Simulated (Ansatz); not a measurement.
# Cs2Ti3: the cost of one run

Program: Ansatz 0.2.0. Level of theory: DFT PBE, scalar-relativistic, plane waves, PAW. These are calculated values, not measurements.

### Step 1. The system as given

It takes space group Pm-3m (No. 221, cubic). Conventional cell: a = 5.288 Å, b = 5.288 Å, c = 5.288 Å, α = 90.00°, β = 90.00°, γ = 90.00°. Cs (site symmetry m-3m) has 12 Ti at 3.74 Å as nearest neighbours. Cs (site symmetry m-3m) is surrounded by 6 Ti at 2.64 Å. Ti (site symmetry 4/mmm) has 2 Cs at 2.64 Å as nearest neighbours.

Coordinates:

```
Cs Ti
1.0
     5.28796    0.00000    0.00000
     0.00000    5.28796    0.00000
     0.00000    0.00000    5.28796
Cs Ti
2 3
Cartesian
  2.6440 2.6440 2.6440
  0.0000 0.0000 0.0000
  2.6440 0.0000 0.0000
  0.0000 2.6440 0.0000
  0.0000 0.0000 2.6440
```

The cell is invented: species swapped into a database cell of Tl2F3 (Pm-3m, No. 221), with Cs on the Tl sites and Ti on the F sites. The dimensions are guesses.

### Step 2. Probe: one point on a coarse mesh

Input file input.yaml:

```yaml
crystal:
  lattice:
    - [5.28796374, 0.0, 0.0]
    - [0.0, 5.28796374, 0.0]
    - [0.0, 0.0, 5.28796374]
  atoms:
    - { symbol: Cs, position: [0.5, 0.5, 0.5] }
    - { symbol: Cs, position: [0.0, 0.0, 0.0] }
    - { symbol: Ti, position: [0.5, 0.0, 0.0] }
    - { symbol: Ti, position: [0.0, 0.5, 0.0] }
    - { symbol: Ti, position: [0.0, 0.0, 0.5] }
basis:
  ecutwfc: 420
kpoints:
  mp_grid: { grid: [4, 4, 4] }
hamiltonian:
  xc: pbe
scf:
  occupations: { method: gaussian, width: 0.1 }
  lower_state_search: "off"
output:
  forces: true
  stress: true
  eigenvalues: true
```

Started as:

```
$ ansatz run input.yaml --threads 1 --pin off --max-ram 2048MiB --backend cpu --events-out ev --progress --plain --runs-dir out
```

Q: Estimate wall time and peak memory on 1 thread of Arm Neoverse V2, shared host.

About 2.8 s, with a peak of 0.38 GiB.
